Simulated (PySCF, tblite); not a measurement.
# C₄H₅F₄Si radical: geometry, infrared bands and EPR parameters

Wanted: the infrared bands and EPR parameters of C₄H₅F₄Si radical (`C/[C]=C(/CF)[Si](F)(F)F`), by calculation.

Computed with tblite 0.8.0 and PySCF 2.14.0, with density-fitted response routines of our own, on a single molecule in the gas phase. Atoms count from 0, in the outputs and in this text.

**1. Starting geometry**

14 atoms, charge 0, multiplicity 2; geometry from: force field or distance geometry start.

Bonds of the start (Å): C0–C1 1.48, C1–C2 1.29, C2–C3 1.49, C3–F4 1.38, C2–Si5 1.83, Si5–F6 1.60, Si5–F7 1.59, Si5–F8 1.60, C0–H9 1.09, C0–H10 1.09, C0–H11 1.09, C3–H12 1.09, C3–H13 1.10.

**2. Optimising the geometry with GFN2-xTB**

What the job is given:

```
{"job": {"kind": "relax", "xc": "GFN2-xTB", "basis": "xTB"}, "charge": 0, "multiplicity": 2}
C      2.331700    -0.240400    -0.637800
C      0.897900    -0.168100    -0.293100
C     -0.351900    -0.114700     0.041200
C     -1.298100    -1.261700     0.038000
F     -1.674500    -1.575300     1.326000
Si    -1.087200     1.486600     0.543700
F     -0.810100     1.752300     2.097800
F     -2.652800     1.468900     0.266700
F     -0.413400     2.662700    -0.313800
H      2.573100    -1.223300    -1.036000
H      2.566500     0.512700    -1.393900
H      2.946200    -0.059900     0.242900
H     -2.207800    -1.075000    -0.529300
H     -0.820300    -2.165200    -0.374700
```

The run is started by

```bash
OMP_NUM_THREADS=1 python probes_run.py task.json out
```

The driver reads the jobs from task.json and runs them one after another.

The log of the run:

```text
step      E/eV     max force
  0    -866.10291    1.547
  1    -866.18297    0.982
  2    -866.20211    0.687
  3    -866.22166    0.401
  4    -866.25391    0.513
  5    -866.26709    0.431
  6    -866.27884    0.245
  7    -866.28451    0.235
  8    -866.28991    0.218
  9    -866.29467    0.186
 10    -866.29787    0.128
 11    -866.29922    0.100
 12    -866.30013    0.102
 13    -866.30133    0.108
 14    -866.30266    0.108
 15    -866.30373    0.076
 16    -866.30452    0.080
 17    -866.30528    0.089
 18    -866.30615    0.078
 19    -866.30699    0.078
 20    -866.30770    0.083
 21    -866.30847    0.099
 22    -866.30966    0.132
 23    -866.31158    0.169
 24    -866.31425    0.187
 25    -866.31761    0.178
 26    -866.32226    0.222
 27    -866.32848    0.290
 28    -866.33651    0.342
 29    -866.34839    0.336
 30    -866.35942    0.606
 31    -866.34344    0.900
 32    -866.38646    0.312
 33    -866.39312    0.185
 34    -866.39842    0.166
 35    -866.39977    0.101
 36    -866.40118    0.092
 37    -866.40231    0.081
 38    -866.40308    0.079
 39    -866.40449    0.086
 40    -866.40642    0.133
 41    -866.40859    0.129
 42    -866.41008    0.081
 43    -866.41088    0.057
 44    -866.41136    0.049
 45    -866.41190    0.056
 46    -866.41256    0.075
 47    -866.41322    0.081
 48    -866.41383    0.077
 49    -866.41451    0.078
 50    -866.41542    0.088
 51    -866.41634    0.080
 52    -866.41690    0.043
 53    -866.41714    0.031
 54    -866.41729    0.029
 55    -866.41746    0.034
 56    -866.41761    0.029
 57    -866.41768    0.022
 58    -866.41772    0.020
 59    -866.41777    0.020
 60    -866.41783    0.021
 61    -866.41788    0.018
 62    -866.41792    0.017
 63    -866.41796    0.020
 64    -866.41803    0.026
 65    -866.41816    0.039
 66    -866.41834    0.043
 67    -866.41852    0.030
 68    -866.41865    0.030
 69    -866.41878    0.029
 70    -866.41900    0.044
 71    -866.41934    0.062
 72    -866.41978    0.063
 73    -866.42027    0.071
 74    -866.42088    0.079
 75    -866.42174    0.110
 76    -866.42309    0.134
 77    -866.42199    0.281
 78    -866.42522    0.062
 79    -866.42592    0.035
 80    -866.42636    0.117
 81    -866.42686    0.044
 82    -866.42724    0.037
 83    -866.42786    0.157
 84    -866.42859    0.046
 85    -866.42899    0.043
 86    -866.42803    0.226
 87    -866.42958    0.038
 88    -866.42992    0.038
 89    -866.42266    0.458
 90    -866.43099    0.037
 91    -866.43166    0.037
 92    -866.41774    0.590
 93    -866.43265    0.040
 94    -866.43326    0.038
 95    -866.43034    0.312
 96    -866.43422    0.032
 97    -866.43470    0.031
 98    -866.43467    0.149
 99    -866.43534    0.034
100    -866.43553    0.037
101    -866.43598    0.056
102    -866.43615    0.026
103    -866.43623    0.012
104    -866.43624    0.011
105    -866.43628    0.011
106    -866.43630    0.011
107    -866.43632    0.011
108    -866.43634    0.015
109    -866.43636    0.020
110    -866.43640    0.019
111    -866.43643    0.016
112    -866.43645    0.015
113    -866.43648    0.016
114    -866.43652    0.014
115    -866.43658    0.017
116    -866.43664    0.027
117    -866.43669    0.020
118    -866.43672    0.016
119    -866.43674    0.013
120    -866.43676    0.018
121    -866.43677    0.008
```

Run time: 0.83 s. Hardware: 1 thread of Arm Neoverse V1, shared host; peak memory 0.18 GiB.

The steps of the relaxation: (not every step is listed)

| step | energy from step 0 (eV) | largest force (eV/Å) |
| --- | --- | --- |
| 0 | 0.0000 | 1.5473 |
| 1 | -0.0801 | 0.9824 |
| 2 | -0.0992 | 0.6873 |
| 3 | -0.1188 | 0.4010 |
| 4 | -0.1510 | 0.5133 |
| 5 | -0.1642 | 0.4311 |
| 6 | -0.1759 | 0.2445 |
| 7 | -0.1816 | 0.2351 |
| 8 | -0.1870 | 0.2181 |
| 18 | -0.2032 | 0.0776 |
| 28 | -0.2336 | 0.3417 |
| 38 | -0.3002 | 0.0793 |
| 48 | -0.3109 | 0.0773 |
| 58 | -0.3148 | 0.0199 |
| 68 | -0.3157 | 0.0300 |
| 78 | -0.3223 | 0.0622 |
| 88 | -0.3270 | 0.0378 |
| 98 | -0.3318 | 0.1486 |
| 108 | -0.3334 | 0.0153 |
| 116 | -0.3337 | 0.0271 |
| 117 | -0.3338 | 0.0204 |
| 118 | -0.3338 | 0.0160 |
| 119 | -0.3338 | 0.0135 |
| 120 | -0.3339 | 0.0181 |
| 121 | -0.3339 | 0.0078 |

Distances of close pairs at the start and the end, largest changes first:

| bond | before (Å) | after (Å) | change (Å) |
| --- | --- | --- | --- |
| C2–Si5 | 1.832 | 1.886 | +0.054 |
| C0–C1 | 1.476 | 1.447 | -0.029 |
| C2–C3 | 1.487 | 1.516 | +0.029 |
| Si5–F6 | 1.601 | 1.584 | -0.017 |
| Si5–F8 | 1.604 | 1.591 | -0.013 |
| C3–H13 | 1.102 | 1.093 | -0.009 |
| C1–C2 | 1.295 | 1.304 | +0.009 |
| C3–H12 | 1.088 | 1.096 | +0.008 |

The final coordinates are the input of the step that follows.

**3. Infrared spectrum with GFN2-xTB**

What the job is given:

```
{"job": {"kind": "ir", "xc": "GFN2-xTB", "basis": "xTB"}, "charge": 0, "multiplicity": 2}
C      2.208202    -0.076612    -0.641166
C      0.913067    -0.649435    -0.343408
C     -0.304327    -0.359778     0.021950
C     -1.366436    -1.432452     0.158067
F     -2.061334    -1.279326     1.332634
Si    -0.879615     1.387543     0.439354
F     -0.870016     1.784549     1.972918
F     -2.336779     1.732885    -0.081279
F      0.060611     2.476840    -0.238402
H      2.522410    -0.372024    -1.642826
H      2.191887     1.018234    -0.592487
H      2.947224    -0.446183     0.070012
H     -2.103071    -1.353490    -0.649729
H     -0.922502    -2.431224     0.172198
```

The log of the run:

```text
mode    cm-1     km/mol
  1      20.5      0.32
  2      29.3      3.96
  3      89.7      0.19
  4      93.8      0.42
  5     109.8      2.11
  6     141.9      9.97
  7     158.3      0.99
  8     213.5     14.03
  9     230.1     39.23
 10     248.7     37.29
 11     273.8     47.82
 12     351.0     11.01
 13     415.0     44.89
 14     514.4     24.56
 15     581.5     13.55
 16     837.3    207.90
 17     912.4    188.84
 18     925.3     57.71
 19     934.0    258.20
 20     993.5     17.59
 21    1006.6     16.23
 22    1023.2    141.73
 23    1086.6     42.56
 24    1105.9      3.80
 25    1203.9      8.27
 26    1300.6     15.11
 27    1369.1     12.15
 28    1416.8     13.17
 29    1430.7      0.81
 30    1431.6     14.84
 31    1765.5    162.89
 32    2904.8      6.39
 33    2926.4     23.25
 34    2965.8     22.00
 35    2993.4      8.36
 36    3003.5      6.41
```

It took 0.48 s on 1 thread of Arm Neoverse V1, shared host; peak memory 0.18 GiB.

Which atoms move in the most intense modes:

| cm⁻¹ | km/mol | atoms |
| --- | --- | --- |
| 274 | 47.8 | C1 24 %, F8 14 %, Si5 14 %, F6 11 % |
| 415 | 44.9 | C1 36 %, C2 16 % |
| 837 | 207.9 | Si5 31 %, F8 23 %, F7 18 %, F6 15 % |
| 912 | 188.8 | Si5 39 %, F8 29 % |
| 925 | 57.7 | H12 18 %, C3 16 %, Si5 14 %, H13 13 % |
| 934 | 258.2 | Si5 44 %, F6 29 %, F7 19 % |
| 1023 | 141.7 | C3 47 %, F4 34 % |
| 1766 | 162.9 | C1 57 %, C2 40 % |

**4. g tensor and hyperfine couplings: B3LYP/pcH-1**

Settings changed since step 3:

```diff
@@ -1,2 +1,2 @@
-{"job": {"kind": "ir", "xc": "GFN2-xTB", "basis": "xTB"}, "charge": 0, "multiplicity": 2}
+{"job": {"kind": "epr", "basis": "pcH-1"}, "charge": 0, "multiplicity": 2}
 C      2.208202    -0.076612    -0.641166
```

Level: UKS B3LYP, pcH-1 on C F H Si, non-relativistic, mean-field spin-orbit, GIAO.

The log of the run:

```text
UKS, coarse grid
  cycle   1  E = -844.27496803  |g| = 7.52e-01
  cycle   2  E = -844.07604244  |g| = 1.16e+00
  cycle   3  E = -844.44655640  |g| = 7.88e-02
  cycle   4  E = -844.44858668  |g| = 4.53e-02
  cycle   5  E = -844.44947846  |g| = 1.60e-02
  cycle   6  E = -844.44961074  |g| = 5.28e-03
  cycle   7  E = -844.44963761  |g| = 2.14e-03
  cycle   8  E = -844.44964390  |g| = 1.30e-03
  cycle   9  E = -844.44964743  |g| = 5.18e-04
UKS, final grid
  cycle   1  E = -844.44954583  |g| = 6.54e-04
  cycle   2  E = -844.44954581  |g| = 9.86e-04
  cycle   3  E = -844.44954611  |g| = 1.23e-04
  cycle   4  E = -844.44954615  |g| = 1.30e-04
  cycle   5  E = -844.44954617  |g| = 4.60e-05
  cycle   6  E = -844.44954618  |g| = 1.06e-05
E = -844.44954618 Eh   <S^2> = 0.7581 (exact 0.7500)
g shifts (ppm)      1          2          3
  rmc          -171       -171       -171
  gc             29         12         12
  oz_so        -379        -35        247
  total        -520       -193         88
hyperfine (MHz)  atom isotope    a_iso     a_fc   dipolar eigenvalues
    0   13C      13.47      13.46     -4.77     -4.35      9.13
    1   13C     258.26     258.37    -80.12    -61.20    141.32
    2   13C      -8.10      -8.10    -16.56      0.91     15.65
    3   13C      82.75      82.75     -5.50     -5.05     10.55
    4   19F      -9.69      -9.69    -12.07     -6.90     18.97
    5  29Si    -216.18    -216.31    -16.83      8.19      8.63
    6   19F      41.61      41.52    -15.52    -14.49     30.02
    7   19F      58.69      58.56    -22.26    -19.87     42.14
    8   19F      30.27      30.25     -7.53     -4.10     11.63
    9    1H      34.79      34.79     -6.64     -5.41     12.04
   10    1H     147.11     147.11     -5.72     -1.40      7.12
   11    1H      21.14      21.14     -6.50     -5.09     11.59
   12    1H      -5.11      -5.11     -2.87     -2.60      5.47
   13    1H      -5.61      -5.62     -6.49     -2.07      8.56
```

Wall time 100 s (1 thread of Arm Neoverse V1, shared host); peak memory 0.98 GiB.

Principal g values 2.00180, 2.00213, 2.00241; g(iso) = 2.00211, against 2.00232 for a free electron.

Hyperfine couplings; where a row names several nuclei, a(iso) is their mean (it holds for fast rotation or exchange) and the dipolar term the largest among them:

| nuclei | isotope | a(iso) (MHz) | a(iso) (G, at g = 2.0023) | largest dipolar term (MHz) |
| --- | --- | --- | --- | --- |
| C1 | 13C | 258.3 | 92.2 | 141.3 |
| Si5 | 29Si | -216.2 | -77.1 | -16.8 |
| C3 | 13C | 82.7 | 29.5 | 10.6 |
| H9, H10, H11 | 1H | 67.7 | 24.1 | 12.0 |
| F6, F7, F8 | 19F | 43.5 | 15.5 | 42.1 |
| C0 | 13C | 13.5 | 4.8 | 9.1 |
| F4 | 19F | -9.7 | -3.5 | 19.0 |
| C2 | 13C | -8.1 | -2.9 | -16.6 |
| H12, H13 | 1H | -5.4 | -1.9 | 8.6 |

Mulliken spin populations:

C0 -0.04; C1 0.97; C2 -0.16; C3 0.05; F4 0.00; Si5 0.08; F6 0.00; F7 0.01; F8 0.00; H9 0.01; H10 0.07; H11 0.01; H12 0.00; H13 0.00

In first order the couplings over 0.8 MHz of 1H, 19F give 96 distinct lines over 126.3 G, if the averaged nuclei exchange fast; the same motion can average rows kept apart here too.

The fields below are evaluated on a grid from the run's orbitals.

ELF in a plane through or near 7 of the atoms.

Ten even steps from ' ' (0.00) to '@' (1.00):
```
                                                        
                                                        
                                                        
                      ::====--                          
                    --**##%%++..                        
                    --##%%%%**::......::::..            
          ::##%%++    ==****..**##..--==--::            
          ++@@@@@@++    ..::  ##++::----::::            
          ==@@@@@@@@..    ==##--::::..                  
          ::++##****++--==++##%%%%==                    
          --++::@@++%%==**##==::**--  ..----..          
        ..--****==%%++**..%%--%%@@++----====::          
          ..----::==%%%%%%++..++++++..--::::::          
            ..    --%%@@%%::  ##%%##++::..              
                  ..****==  --@@@@@@%%..                
                    ::::..  ==@@@@@@%%::                
                            ..##@@%%==                  
                                                        
                                                        
                                                        
```
The map spans 10.9 Å across and 10.0 Å up, centred on the molecule. Atoms in the plane (x, y in Å): C0 (-2.3, -0.3), C1 (-0.9, -0.7), C2 (0.3, -0.3), C3 (1.5, -1.3), Si5 (0.8, 1.5), H10 (-2.3, 0.8), H13 (1.1, -2.3).

On the surface of density 0.002 e/bohr³ the electrostatic potential runs, from the 1st to the 99th percentile, from -0.93 V near F6 to 1.50 V near Si5.

The spin density lies nearest to C1 69 %; C2 8 % (beta excess).

**5. Results**

| quantity | value |
| --- | --- |
| strongest single infrared mode (GFN2-xTB) | 934 cm⁻¹, 258 km/mol |
| zero-point energy (GFN2-xTB) | 52.9 kcal/mol |
| g(iso) (B3LYP) | 2.00211 |
| ⟨S²⟩ | 0.758 (exact 0.75) |
| largest a(iso) (averaged by class) | 13C on C1, 258.3 MHz |
| potential on the surface of density 0.002 e/bohr³, 1st and 99th percentile | -0.93 V and 1.50 V |

**Reading.** The optimisation took 121 steps and gained 0.334 eV; among the close pairs (by a distance rule), C2–Si5 changed most, from 1.832 to 1.886 Å. No mode is imaginary among the 36: a minimum at this level. The strongest single mode, at 934 cm⁻¹, moves mainly Si5 and F6. Unscaled tight-binding wavenumbers are off by several per cent, some by more. Its intensities can rank the bands wrongly. C1 carries the largest spin population, 0.97 e. The isotropic g lies 0.2 ppt below the free-electron value.
